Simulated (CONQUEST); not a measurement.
**GaSe2 in CONQUEST: convergence with smearing width**

The system is GaSe2, a slab with vacuum.

```
CELL_PARAMETERS angstrom
3.85746 0.00000 0.00000
0.00000 5.62346 0.00000
0.00000 0.00000 20.83372
ATOMIC_POSITIONS crystal
Se 0.00000 0.25911 0.35999
Ga 0.00000 0.00902 0.44965
Se 0.50000 0.73643 0.45027
Se 0.00000 0.23643 0.54973
Ga 0.50000 0.50902 0.55035
Se 0.50000 0.75911 0.64001
```

| Item | Value |
| --- | --- |
| Program | CONQUEST 1.3 |
| Task | convergence study |
| Functional | LDA |
| Potentials or basis | PseudoDojo NC LDA, SZP, grid cutoff 120 Ha |
| k mesh | 7 × 5 × 1 |
| Occupations | fermi-dirac, width 0.4 eV |
| Spin | no spin polarisation |

These are the settings of the first run; the series varies smearing width, with any setting tied to it.

Hardware: 1 thread of AMD EPYC (Zen 3), with other jobs on the host.

```tsv
smearing width	energy less the tightest run, at zero smearing (meV/atom)	largest force (eV/Å)	SCF cycles	CPU time (s)	peak memory (GiB)
0.4 eV	-54.91	0.903	43	210	0.8
0.3 eV	-36.80	0.901	52	250	0.8
0.2 eV	-19.71	0.908	58	280	0.8
0.1 eV	-5.84	0.929	58	270	0.8
0.05 eV	-1.47	0.956	63	300	0.8
0.025 eV	-0.57	0.979	68	310	0.8
0.01 eV	-0.08	0.992	50	240	0.8
0.005 eV	0.00	0.997	55	240	0.81
```

Against the tightest run, the energy stays within 1 meV/atom from 0.025 eV on. Not settled before the last step: the largest force (to 0.005 eV/Å). Narrower smearing needs a denser k mesh, so at a fixed mesh the narrowest width isn't the most accurate. The tightest run that finished is the yardstick and may itself not be fully converged.

Caveat, for the tightest run too: the atomic basis is small.
